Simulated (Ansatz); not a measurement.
# Ge: an axial (c/a) deformation path

An exercise on one series of results from a longer session: the logs are not shown, and one member is left open.

Program: Ansatz 0.2.0. Level of theory: DFT r2SCAN, scalar-relativistic, plane waves, PAW. These are calculated values, not measurements.

2 further runs of the same task are left out: 1 that didn't finish, 1 set aside as unsound or not needed. Runs told in other sessions of the task aren't counted.

## The starting structure

The structure is orthorhombic, space group Cmmm (No. 65). The conventional cell has a = 2.774 Å, b = 5.101 Å, c = 2.646 Å, α = 90.00°, β = 90.00°, γ = 90.00°. Around Ge (site symmetry mmm) lie 8 Ge at 2.65 to 2.90 Å.

As a file:

```cif
data_structure
_symmetry_space_group_name_H-M 'Cmmm'
_symmetry_Int_Tables_number 65
_cell_length_a 2.7735
_cell_length_b 5.1010
_cell_length_c 2.6462
_cell_angle_alpha 90.000
_cell_angle_beta 90.000
_cell_angle_gamma 90.000
_cell_volume 37.44
loop_
_atom_site_label
_atom_site_type_symbol
_atom_site_symmetry_multiplicity
_atom_site_Wyckoff_symbol
_atom_site_fract_x
_atom_site_fract_y
_atom_site_fract_z
_atom_site_occupancy
Ge1 Ge 2 b 0.50000 0.00000 0.00000 1
```

It goes back to an entry of the Materials Project, which need not be the stable form.

This cell was relaxed beforehand with the same method: volume 18.72 Å³/atom, gap on the mesh none (metal).

Set-up of the first run:

Input file input.yaml:

```yaml
crystal:
  lattice:
    - [1.3867709386, -2.5504887059, 0.0]
    - [1.3867709386, 2.5504887059, 0.0]
    - [0.0, 0.0, 2.6462165275]
  atoms:
    - { symbol: Ge, position: [0.5, 0.5, 0.0] }
basis:
  ecutwfc: 500
kpoints:
  mp_grid: { grid: [28, 28, 24] }
hamiltonian:
  xc: r2scan
scf:
  occupations: { method: gaussian, width: 0.15 }
output:
  forces: true
  stress: true
  eigenvalues: true
  write_density: true
  write_potential: true
  elf: true
  volumetric_format: npy
```

Started as:

```
$ ansatz run input.yaml --threads 1 --pin off --max-ram 2560MiB --backend cpu --events-out ev --progress --plain --runs-dir out
```

Steps of the session up to this table: Zero of the scan; Point ρ = 0.850; ρ = 1.200; At ρ = 0.920; ρ = 1.100; ρ = 0.960; Point ρ = 1.050; At ρ = 0.800; Point ρ = 1.300.

One of the session's tables, all rows but one given; the rest of the session is left out.

It belongs to the step «The scan collected». The scan, with free energies counted from the undisturbed cell:

```
    ρ  ΔE (meV/atom)  pressure (GPa)
0.800          439.2             9.7
0.850          219.1             4.8
0.920           55.5             1.2
0.960           12.6             0.2
1.000            0.0            -0.1
1.050           15.5             0.3
1.100           58.1             1.3
1.200              ?               ?
1.300          381.8             9.7
```

Estimate the missing values for ρ = 1.200.

Worked estimate for «ΔE (meV/atom)». A straight line through the neighbours (1.100, 58.1) and (1.300, 381.8) gives 58.1 + (381.8 − 58.1) × (1.200 − 1.100) / (1.300 − 1.100) = 219.9; a parabola fitted to 3 rows on both sides gives 189.3.

The run gave: ΔE (meV/atom): 199.7; pressure (GPa): 4.7. In «ΔE (meV/atom)» the line misses by +20.2 and the parabola by -10.4.
